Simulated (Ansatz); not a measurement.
# TaTi4: the cost of one run

Program: Ansatz 0.2.0. Level of theory: DFT PBE, scalar-relativistic, plane waves, PAW. These are calculated values, not measurements.

### 1 The structure to begin with

Symmetry: Im-3m, No. 229, cubic system. Conventional cell: a = 5.667 Å, b = 5.667 Å, c = 5.667 Å, α = 90.00°, β = 90.00°, γ = 90.00°. Ti (site symmetry -3m) has 2 Ta at 2.45 Å as nearest neighbours. Ta (site symmetry m-3m) is surrounded by 8 Ti at 2.45 Å.

Coordinates:

```cif
data_structure
_symmetry_space_group_name_H-M 'P 1'
_symmetry_Int_Tables_number 1
_cell_length_a 4.9079
_cell_length_b 4.9079
_cell_length_c 4.9079
_cell_angle_alpha 109.471
_cell_angle_beta 109.471
_cell_angle_gamma 109.471
_cell_volume 91.01
loop_
_atom_site_label
_atom_site_type_symbol
_atom_site_fract_x
_atom_site_fract_y
_atom_site_fract_z
_atom_site_occupancy
Ti1 Ti 0.50000 0.50000 0.50000 1
Ti2 Ti 0.00000 0.00000 0.50000 1
Ti3 Ti 0.00000 0.50000 0.00000 1
Ti4 Ti 0.50000 0.00000 0.00000 1
Ta1 Ta 0.00000 0.00000 0.00000 1
```

Recipe of the guess: random cell by space group and Wyckoff sites (Im-3m, No. 229). Its size is a rough estimate.

### 2 Probe: one point on a coarse mesh

input.yaml

```yaml
crystal:
  lattice:
    - [-2.83359413, 2.83359413, 2.83359413]
    - [2.83359413, -2.83359413, 2.83359413]
    - [2.83359413, 2.83359413, -2.83359413]
  atoms:
    - { symbol: Ti, position: [0.5, 0.5, 0.5] }
    - { symbol: Ti, position: [0.0, 0.0, 0.5] }
    - { symbol: Ti, position: [0.0, 0.5, 0.0] }
    - { symbol: Ti, position: [0.5, 0.0, 0.0] }
    - { symbol: Ta, position: [0.0, 0.0, 0.0] }
basis:
  ecutwfc: 420
kpoints:
  mp_grid: { grid: [4, 4, 4] }
hamiltonian:
  xc: pbe
scf:
  occupations: { method: gaussian, width: 0.1 }
  lower_state_search: "off"
output:
  forces: true
  stress: true
  eigenvalues: true
```

Started as:

```
$ ansatz run input.yaml --threads 1 --pin off --max-ram 2560MiB --backend cpu --events-out ev --progress --plain --runs-dir out
```

Q: Estimate wall time and peak memory on 1 thread of Intel Xeon 6975P-C (Granite Rapids), shared host.

About 1 s, with a peak of 0.39 GiB.
